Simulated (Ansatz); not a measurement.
# H6N2OSeSi: the cost of one run

Program: Ansatz 0.2.0. Level of theory: RKS B3LYP-D4/def2-SVP. These are calculated values, not measurements.

### Step 1. The system as given

Bond lengths: N1–Si2 1.739 Å, Si2–N3 1.774 Å, Si2–O4 1.791 Å, Si2–Se5 2.293 Å, N1–H6 1.106 Å, N1–H7 1.045 Å, N3–H8 0.979 Å, N3–H9 1.112 Å, O4–H10 0.957 Å, Se5–H11 1.567 Å. Angles: N1–Si2–N3 108.2°, N1–Si2–O4 109.2°, N1–Si2–Se5 111.2°, N3–Si2–O4 109.5°, N3–Si2–Se5 108.8°, O4–Si2–Se5 109.8°, Si2–N1–H6 108.0°, Si2–N1–H7 108.7°, H6–N1–H7 102.4°, Si2–N3–H8 109.0°, Si2–N3–H9 106.7°, H8–N3–H9 105.1°, Si2–O4–H10 100.7°, Si2–Se5–H11 89.2°.

Structure file:

```xyz
11

N    -0.5192    1.3622    0.6242
Si    0.3111    0.0939   -0.2286
N     0.5516   -1.2616    0.8897
O     1.9012    0.7016   -0.7843
Se   -0.9130   -0.6362   -2.0243
H    -0.7529    2.1655   -0.0997
H    -1.4693    1.0190    0.8928
H    -0.3175   -1.5457    1.2384
H     1.0985   -0.8567    1.7695
H     2.2517   -0.0805   -1.2101
H    -2.0770   -1.0186   -1.0468
```

### Step 2. Relaxing end A

input.yaml reads:

```yaml
crystal:
  periodic: [false, false, false]
  atoms:
    - { symbol: "N", position_ang: [-0.5192, 1.3622, 0.6242] }
    - { symbol: Si, position_ang: [0.3111, 0.0939, -0.2286] }
    - { symbol: "N", position_ang: [0.5516, -1.2616, 0.8897] }
    - { symbol: O, position_ang: [1.9012, 0.7016, -0.7843] }
    - { symbol: Se, position_ang: [-0.913, -0.6362, -2.0243] }
    - { symbol: H, position_ang: [-0.7529, 2.1655, -0.0997] }
    - { symbol: H, position_ang: [-1.4693, 1.019, 0.8928] }
    - { symbol: H, position_ang: [-0.3175, -1.5457, 1.2384] }
    - { symbol: H, position_ang: [1.0985, -0.8567, 1.7695] }
    - { symbol: H, position_ang: [2.2517, -0.0805, -1.2101] }
    - { symbol: H, position_ang: [-2.077, -1.0186, -1.0468] }
basis:
  gaussian: { orbitals: def2-SVP }
hamiltonian:
  xc: b3lyp
  dispersion: d4
relax:
  f_tol: 0.015
  max_steps: 40
```

The run is started by

```
> ansatz run input.yaml --threads 2 --pin off --max-ram 3072MiB --backend cpu --events-out ev --progress --plain --runs-dir out
```

Q: Estimate wall time and peak memory on 2 threads of Arm Neoverse V1, shared host.

About 79 s, with a peak of 0.32 GiB.
